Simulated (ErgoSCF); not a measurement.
**C8H18 (2,2,4-trimethylpentane) at 3 levels**

We compute a comparison of 3 runs (HF/STO-3G, PBE0/STO-6G, PBE0/MIDI) of C8H18 (2,2,4-trimethylpentane). 

The calculation is run with ErgoSCF 3.8.

4 further runs of the same task are left out: 2 that didn't finish, 2 set aside as unsound or not needed.

## Step 1: The structure to begin with

The species is C8H18 (26 atoms), meant as a singlet with charge 0. SMILES: `CC(C)CC(C)(C)C`. The shape is that of a PBE0-D4/def2-TZVP optimisation. This is one conformer, not always the lowest.

Some bond lengths: C1–C2 1.523 Å, C2–C3 1.524 Å, C2–C4 1.530 Å, C4–C5 1.541 Å, C5–C6 1.529 Å, C5–C7 1.529 Å, C5–C8 1.526 Å, C1–H9 1.090 Å, C1–H10 1.095 Å, C1–H11 1.093 Å, C2–H12 1.097 Å, C3–H13 1.093 Å, C3–H14 1.095 Å, C3–H15 1.093 Å, C4–H16 1.099 Å, C4–H17 1.097 Å. Some angles: C1–C2–C3 109.7°, C1–C2–C4 114.8°, C3–C2–C4 108.8°, C2–C4–C5 120.3°, C4–C5–C6 112.2°, C4–C5–C7 107.2°, C4–C5–C8 111.2°, C6–C5–C7 107.6°, C6–C5–C8 109.8°, C7–C5–C8 108.7°.

## Step 2: The energy at HF/STO-3G (run 1)

Input file ergo.in:

```
set_nthreads("env")
molecule_inline
C  -0.49832078 -2.27371847 -3.49032415
C  0.56635092 -2.64845116 -0.84357374
C  0.06765220 -5.34716904 0.03118048
C  -0.46071523 -0.82089703 1.14649684
C  0.02381055 2.04033730 0.90253320
C  -1.80412153 3.30380818 -0.94297334
C  -0.42273173 3.20610934 3.50865450
C  2.74237055 2.57305109 0.10374596
H  0.12434398 -0.50663557 -4.34844879
H  -2.56662602 -2.27201772 -3.46443490
H  0.10998206 -3.80685328 -4.73489778
H  2.62199500 -2.39957423 -0.94240642
H  0.87721087 -5.69922502 1.89860784
H  -1.96531517 -5.71377591 0.15023323
H  0.87475422 -6.72118891 -1.28293507
H  -2.50766657 -1.11871787 1.32280829
H  0.34506399 -1.41880637 2.96044495
H  -3.76395650 2.94627200 -0.39230714
H  -1.51707213 5.35113747 -0.94372923
H  -1.56355940 2.64334890 -2.87843083
H  -2.33248896 2.79396008 4.18498748
H  -0.20295659 5.26024164 3.44761634
H  0.91500539 2.46193520 4.89684731
H  3.11785913 4.60526257 0.13095802
H  4.08804453 1.66787228 1.38611411
H  3.13108722 1.89331660 -1.80657818
EOF
tmpdir = "."
basis = "STO-3G"
scf.max_number_of_iterations = 80
scf.use_diagonalization = 1
scf.output_mulliken_pop = 1
run "HF"
```

Run with:

```sh
$ ergo ergo.in
```

What it wrote:

```text
[...]
INSC SCF_general constructor, number of basis functions: 58
[...]
INSC Energy   1 =       -234.23770832953
[...]
INDE E_LUMO =          0.56261983800
[...]
INSC Energy  10 =       -309.77280270361  ( diff     -0.000000000003752 )
[...]
RESC CONVERGED after  10 iterations.
RESC FINAL ENERGY:       -309.77280270361
[...]
INSC SCF: dipole_moment_x [atomic units] =       0.01189401
INSC SCF: dipole_moment_y [atomic units] =      -0.00773099
INSC SCF: dipole_moment_z [atomic units] =       0.00651190
[...]
```

Run time: 15 s. Hardware: 1 thread of Intel Xeon 6975P-C (Granite Rapids), shared host; peak memory 0.26 GiB.

## Step 3: The polarisability at PBE0/STO-6G (run 2)

Input file run.inp:

```
# single point, C8H18
set_nthreads(1)
molecule_inline
C     -0.49832078    -2.27371847    -3.49032415
C      0.56635092    -2.64845116    -0.84357374
C      0.06765220    -5.34716904     0.03118048
C     -0.46071523    -0.82089703     1.14649684
C      0.02381055     2.04033730     0.90253320
C     -1.80412153     3.30380818    -0.94297334
C     -0.42273173     3.20610934     3.50865450
C      2.74237055     2.57305109     0.10374596
H      0.12434398    -0.50663557    -4.34844879
H     -2.56662602    -2.27201772    -3.46443490
H      0.10998206    -3.80685328    -4.73489778
H      2.62199500    -2.39957423    -0.94240642
H      0.87721087    -5.69922502     1.89860784
H     -1.96531517    -5.71377591     0.15023323
H      0.87475422    -6.72118891    -1.28293507
H     -2.50766657    -1.11871787     1.32280829
H      0.34506399    -1.41880637     2.96044495
H     -3.76395650     2.94627200    -0.39230714
H     -1.51707213     5.35113747    -0.94372923
H     -1.56355940     2.64334890    -2.87843083
H     -2.33248896     2.79396008     4.18498748
H     -0.20295659     5.26024164     3.44761634
H      0.91500539     2.46193520     4.89684731
H      3.11785913     4.60526257     0.13095802
H      4.08804453     1.66787228     1.38611411
H      3.13108722     1.89331660    -1.80657818
EOF
scf.max_number_of_iterations = 100
lr.max_iterations = 30
scf.output_mulliken_pop = 1
tmpdir = "."
use_6_d_functions = 1
basis = "STO-6G"
XC.type = "GC2"
get_polarisability "PBE0" all 0.04
```

Run with:

```sh
$ ergo < run.inp
```

What it wrote:

```text
[...]
INMA  use_6_d_functions := 1
[...]
INSC Energy   1 =       -242.40802801376
[...]
INDE PURIFICATION CONVERGED after 22 iterations
[...]
INDE PURIFICATION CONVERGED after 21 iterations
[...]
INDE PURIFICATION CONVERGED after 18 iterations
[...]
INDE PURIFICATION CONVERGED after 18 iterations
[...]
INDE E(LUMO) - E(HOMO) <=          0.67936010674 =         18.48633035302 eV
[...]
INSC Energy  11 =       -314.64708119033  ( diff     -0.000000000004889 )
[...]
RESC CONVERGED after  11 iterations.
RESC FINAL ENERGY:       -314.64708119033
[...]
INSC SCF: dipole_moment_x [atomic units] =       0.00759576
INSC SCF: dipole_moment_y [atomic units] =      -0.01202890
INSC SCF: dipole_moment_z [atomic units] =       0.01917662
[...]
```

The script printed:

```text
Inline main molecule with 26 atoms.
Step  1: ssize:   2 |r|=      1.55277 shift=  0.040000
Step  2: ssize:   4 |r|=     0.475616 shift=  0.040000
Step  3: ssize:   6 |r|=    0.0569311 shift=  0.040000
Step  4: ssize:   8 |r|=   0.00562878 shift=  0.040000
Step  5: ssize:  10 |r|=   0.00139556 shift=  0.040000
Response << X | X >> at freq     0.040000000:    -39.83965566
Response << Y | X >> at freq     0.040000000:    0.2896909882
Response << Z | X >> at freq     0.040000000:   -0.1964343926
Step  1: ssize:   2 |r|=      1.76364 shift=  0.040000
Step  2: ssize:   4 |r|=     0.559587 shift=  0.040000
Step  3: ssize:   6 |r|=    0.0574087 shift=  0.040000
Step  4: ssize:   8 |r|=    0.0142153 shift=  0.040000
Step  5: ssize:  10 |r|=   0.00210785 shift=  0.040000
Response << X | Y >> at freq     0.040000000:    0.2898184997
Response << Y | Y >> at freq     0.040000000:    -46.11797568
Response << Z | Y >> at freq     0.040000000:    -1.814382855
Step  1: ssize:   2 |r|=      1.71881 shift=  0.040000
Step  2: ssize:   4 |r|=     0.524366 shift=  0.040000
Step  3: ssize:   6 |r|=    0.0557331 shift=  0.040000
Step  4: ssize:   8 |r|=    0.0110547 shift=  0.040000
Step  5: ssize:  10 |r|=   0.00166826 shift=  0.040000
Response << X | Z >> at freq     0.040000000:   -0.1966074416
Response << Y | Z >> at freq     0.040000000:    -1.814238368
Response << Z | Z >> at freq     0.040000000:     -41.8766664
```

Wall time 4.8 min (1 thread of Intel Xeon 6975P-C (Granite Rapids), shared host); peak memory 0.26 GiB.

## Step 4: A single-point energy at PBE0/MIDI (run 3)

Input file mol.xyz:

```xyz
26

C     -0.263700    -1.203200    -1.847000
C      0.299700    -1.401500    -0.446400
C      0.035800    -2.829600     0.016500
C     -0.243800    -0.434400     0.606700
C      0.012600     1.079700     0.477600
C     -0.954700     1.748300    -0.499000
C     -0.223700     1.696600     1.856700
C      1.451200     1.361600     0.054900
H      0.065800    -0.268100    -2.301100
H     -1.358200    -1.202300    -1.833300
H      0.058200    -2.014500    -2.505600
H      1.387500    -1.269800    -0.498700
H      0.464200    -3.015900     1.004700
H     -1.040000    -3.023600     0.079500
H      0.462900    -3.556700    -0.678900
H     -1.327000    -0.592000     0.700000
H      0.182600    -0.750800     1.566600
H     -1.991800     1.559100    -0.207600
H     -0.802800     2.831700    -0.499400
H     -0.827400     1.398800    -1.523200
H     -1.234300     1.478500     2.214600
H     -0.107400     2.783600     1.824400
H      0.484200     1.302800     2.591300
H      1.649900     2.437000     0.069300
H      2.163300     0.882600     0.733500
H      1.656900     1.001900    -0.956000
```

Input file run.inp:

```
set_nthreads("env")
scf.use_diagonalization = 1
scf.max_number_of_iterations = 100
scf.output_mulliken_pop = 1
basis = "MIDI"
tmpdir = "."
molecule "mol.xyz"
run "PBE0"
```

Run with:

```sh
$ ergo < run.inp
```

What it wrote:

```text
[...]
INDF Weighted mixed functional:
[...]
INSC Energy   1 =       -181.57942570544
[...]
INDE E_LUMO =          0.07754384489
[...]
INSC Energy  15 =       -313.46317114612  ( diff     -0.000000000001592 )
[...]
RESC CONVERGED after  15 iterations.
RESC FINAL ENERGY:       -313.46317114612
[...]
INSC SCF: dipole_moment_x [atomic units] =       0.03326043
INSC SCF: dipole_moment_y [atomic units] =      -0.01223788
INSC SCF: dipole_moment_z [atomic units] =      -0.00859868
[...]
```

It took 75 s on 1 thread of Intel Xeon 6975P-C (Granite Rapids), shared host; peak memory 0.26 GiB.

## Step 5: The series

```tsv
run	level	task	Cartesian functions	energy (Eh)	dipole moment (D)	wall time
1	HF/STO-3G	energy	no	-309.772803	0.04	15 s
2	PBE0/STO-6G	polarizability	yes	-314.647081	0.06	4.8 min
3	PBE0/MIDI	energy	no	-313.463171	0.09	75 s
```

## Step 6: What came out

| quantity | value |
| --- | --- |
| run 3: total energy | -313.46317 Eh |
| run 3: dipole moment | 0.09 D |

What this shows: The dipole moment (its size) runs from 0.04 D (HF/STO-3G) to 0.09 D (PBE0/MIDI). The two ends differ in method and basis. In runs 1, 2 the basis is minimal, so the values are rough. All runs together took 6.3 min, the longest 4.8 min.
